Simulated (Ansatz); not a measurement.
**F5Si (charge -1): harmonic frequencies at the relaxed geometry in Python**

Wanted for F5Si (charge -1): harmonic frequencies at the relaxed geometry.

Computed with Ansatz 0.2.0 through its Python package. Level of theory: CAM-B3LYP/6-31G*.

## (1) Starting point

Bond lengths: F1–Si2 1.622 Å, Si2–F3 1.622 Å, Si2–F4 1.621 Å, Si2–F5 1.599 Å, Si2–F6 1.621 Å. Angles: F1–Si2–F3 83.3°, F1–Si2–F4 83.3°, F1–Si2–F5 109.9°, F1–Si2–F6 140.2°, F3–Si2–F4 140.2°, F3–Si2–F5 109.9°, F3–Si2–F6 83.3°, F4–Si2–F5 109.9°, F4–Si2–F6 83.3°, F5–Si2–F6 109.9°.

No structure file is read: the coordinates are typed or built in the script.

## (2) The code

f5si.py reads:

```python
"""Harmonic frequencies of F5Si(-) at its relaxed geometry."""

import itertools
import logging
import sys

import ansatz as az
from ase import Atoms
from ase.data import atomic_numbers, covalent_radii
from ase.thermochemistry import IdealGasThermo
import numpy as np

logging.basicConfig(stream=sys.stdout, format="[%(levelname)s] %(message)s")
logger = logging.getLogger("f5si")
logger.setLevel(logging.INFO)


def main() -> None:
    geometry_ang = [
        ("F", (-0.9351, -1.1329, -0.6079)),
        ("Si", (-0.0302, 0.0876, -0.0415)),
        ("F", (1.1217, -0.5901, -0.9598)),
        ("F", (-0.8535, -0.1874, 1.3281)),
        ("F", (-0.5062, 1.4675, -0.6953)),
        ("F", (1.2033, 0.3554, 0.9763)),
    ]
    molecule = az.Crystal.molecule()
    for symbol, xyz in geometry_ang:
        molecule = molecule.atom(symbol, xyz)

    calc = (
        molecule.calculation()
        .basis(gaussian="6-31G*")
        .functional("CAM-B3LYP")
        .charge(-1)
    )
    symbols = [site.symbol for site in molecule.cartesian_sites]
    start = np.array([site.position_ang for site in molecule.cartesian_sites], dtype=float)
    data = calc.relax(force_tolerance=0.003).run(threads=1, backend="cpu").report
    end = np.array(data["positions_ang"])

    # pairs closer than 1.2 times the sum of covalent radii, before or after
    radius = [covalent_radii[atomic_numbers[s]] for s in symbols]
    span = lambda where, i, j: np.linalg.norm(where[i] - where[j])
    bonded = [(i, j) for i, j in itertools.combinations(range(len(symbols)), 2) if min(span(start, i, j), span(end, i, j)) < 1.2 * (radius[i] + radius[j])]
    logger.info("pair        before    after (A)")
    for i, j in bonded:
        print(f"{symbols[i]}{i}-{symbols[j]}{j}".ljust(10), f"{span(start, i, j):8.4f} {span(end, i, j):8.4f}")
    for first, second in list(itertools.combinations(bonded, 2)):
        shared = set(first) & set(second)
        if shared and symbols[(j := shared.pop())] != "H":
            i, k = sorted((set(first) | set(second)) - {j})
            u, v = end[i] - end[j], end[k] - end[j]
            angle = np.degrees(np.arccos(np.clip(u @ v / np.linalg.norm(u) / np.linalg.norm(v), -1, 1)))
            logger.info(f"final angle {symbols[i]}{i}-{symbols[j]}{j}-{symbols[k]}{k}: {angle:.2f} deg")

    # same settings at the minimum
    minimum = az.Crystal.molecule()
    for symbol, place in zip(symbols, end):
        minimum = minimum.atom(symbol, place.tolist())
    vibrating = (
        minimum.calculation()
        .basis(gaussian="6-31G*")
        .functional("CAM-B3LYP")
        .charge(-1)
        .phonons(temperatures=(100, 500, 100))
    )
    vib = vibrating.run(threads=1, backend="cpu").report["vibrations"]
    sums = vib["harmonic_sums"]
    modes = [m["omega_inv_cm"] for m in sums["modes_at_gamma"] if m["rigid_motion"] == "no"]
    print("frequencies (1/cm):", " ".join(f"{w:.0f}" for w in modes))
    print("imaginary modes:", sum(w < 0 for w in modes), " zero-point energy:", round(sums["zero_point_energy_ev"], 4), "eV")
    # rigid rotor and ideal gas, symmetry number taken as one
    gas = IdealGasThermo(vib_energies=[w / 8065.544 for w in modes if w > 0], geometry="linear" if len(modes) == 3 * len(symbols) - 5 else "nonlinear",
                         atoms=Atoms(symbols, positions=end), symmetrynumber=1, spin=0.0)
    logger.info(f"H(298 K) - E = {gas.get_enthalpy(298.15, verbose=False):.4f} eV")
    logger.info(f"S(298 K, 1 bar) = {96485.33 * gas.get_entropy(298.15, 1e5, verbose=False):.1f} J/(mol K) with symmetry number 1")


if __name__ == "__main__":
    main()
```

## (3) What the engine is handed

The package turns the script's settings into the engine's input (first run):

```yaml
crystal:
  periodic: [false, false, false]
  atoms:
    - { symbol: F, position_ang: [-0.9351, -1.1329, -0.6079] }
    - { symbol: Si, position_ang: [-0.0302, 0.0876, -0.0415] }
    - { symbol: F, position_ang: [1.1217, -0.5901, -0.9598] }
    - { symbol: F, position_ang: [-0.8535, -0.1874, 1.3281] }
    - { symbol: F, position_ang: [-0.5062, 1.4675, -0.6953] }
    - { symbol: F, position_ang: [1.2033, 0.3554, 0.9763] }
basis:
  gaussian:
    orbitals: "6-31G*"
hamiltonian:
  xc: cam_b3lyp
total_charge: -1.0
relax:
  f_tol: 0.003
```

## (4) Running it

Launch:

```console
$ python f5si.py
```

**Question.** What results will this script give? Wanted: moves of the relaxation of run 1; energy gained in run 1; last largest force component of run 1; highest frequency; imaginary modes; zero-point energy.

**Answer**, as computed:

| quantity | value |
| --- | --- |
| runs compared | 2 |
| moves of the relaxation of run 1 | 9 |
| energy gained in run 1 | 0.785 eV |
| last largest force component of run 1 | 0.0027 eV/Å |
| highest frequency | 934 cm⁻¹ |
| imaginary modes | 0 |
| zero-point energy | 0.407 eV |

**Reading.** Run 1: The relaxation took 9 moves; the largest shift is 0.473 Å. All frequencies are real, so the geometry is a minimum. Caveats:
- The frequencies are harmonic and unscaled, in a modest basis. The result belongs to the one conformer reached from this start, and soft torsions count as harmonic oscillators.
- The entropy takes a symmetry number of 1; a symmetric molecule's is lower by R ln(sigma).
- Anions want diffuse functions, which this basis lacks.
